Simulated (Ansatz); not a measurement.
# SiGeH₅− (SMILES [SiH2-][GeH3]): one structure at several levels

The task here is to estimate one member of a computed series from the others.

Computed with Ansatz 0.2.0, Gaussian basis. Level: single points in def2-TZVPPD.

Cores are frozen in the correlated methods. Filled d shells of the heavier atoms are correlated.

**The starting structure**

SMILES `[SiH2-][GeH3]`, 7 atoms, charge -1, spin multiplicity 1.

Atoms are counted from 1 here; the program's logs count them from 0.

Bond lengths: Si1–Ge2 2.381 Å, Si1–H3 1.559 Å, Si1–H4 1.470 Å, Ge2–H5 1.552 Å, Ge2–H6 1.517 Å, Ge2–H7 1.511 Å. Angles: Ge2–Si1–H3 93.8°, Ge2–Si1–H4 103.1°, H3–Si1–H4 91.3°, Si1–Ge2–H5 102.3°, Si1–Ge2–H6 149.3°, Si1–Ge2–H7 104.9°, H5–Ge2–H6 93.1°, H5–Ge2–H7 96.5°, H6–Ge2–H7 99.5°.

Geometry (Å):

```xyz
7
GeH5Si
Si    0.0624   -1.5094   -0.4503
Ge    0.1443    0.8092    0.0856
H     0.1212   -1.9632    1.0403
H    -1.3799   -1.7872   -0.5117
H     0.0094    1.4760   -1.3099
H    -0.4539    2.0034    0.8039
H     1.6116    1.1119    0.2789
```

The first run:

run/in.yaml

```yaml
crystal:
  periodic: [false, false, false]
  atoms:
    - {symbol: Si, position_ang: [0.062400, -1.509400, -0.450300]}
    - {symbol: Ge, position_ang: [0.144300, 0.809200, 0.085600]}
    - {symbol: H, position_ang: [0.121200, -1.963200, 1.040300]}
    - {symbol: H, position_ang: [-1.379900, -1.787200, -0.511700]}
    - {symbol: H, position_ang: [0.009400, 1.476000, -1.309900]}
    - {symbol: H, position_ang: [-0.453900, 2.003400, 0.803900]}
    - {symbol: H, position_ang: [1.611600, 1.111900, 0.278900]}
basis:
  gaussian: {orbitals: "def2-TZVPPD.json"}
total_charge: -1
correlation: {method: ccsd_t}
output: {forces: true}
```

The basis file named in the input lies beside it (Basis Set Exchange, JSON).

Command:

```console
$ ansatz run in.yaml --threads 4 --pin off --events-out ev --progress --plain --max-ram 5222MiB
```

Steps of the session up to this table: CCSD(T)/def2-TZVPPD; PBE0-D4/def2-TZVPPD; wB97M-V/def2-TZVPPD; r2SCAN-D4/def2-TZVPPD; PBE-D4/def2-TZVPPD; r2SCANh-D4/def2-TZVPPD; B97M-V/def2-TZVPPD.

One table of the session follows, with a row left open; its other results are not shown here.

```
    method  RMS force component (eV/Å)  angle to CCSD(T) forces (°)
   CCSD(T)                       0.556                    reference
   PBE0-D4                       0.572                          8.1
   wB97M-V                       0.545                          3.6
 r2SCAN-D4                           ?                            ?
    PBE-D4                       0.604                         17.7
r2SCANh-D4                       0.553                          6.0
    B97M-V                       0.581                         11.5
```

**Question.** Estimate the row for r2SCAN-D4.

**Answer.** RMS force component (eV/Å): 0.557; angle to CCSD(T) forces (°): 7.7. In the column «RMS force component (eV/Å)» it lies between CCSD(T) (0.556) and PBE0-D4 (0.572).
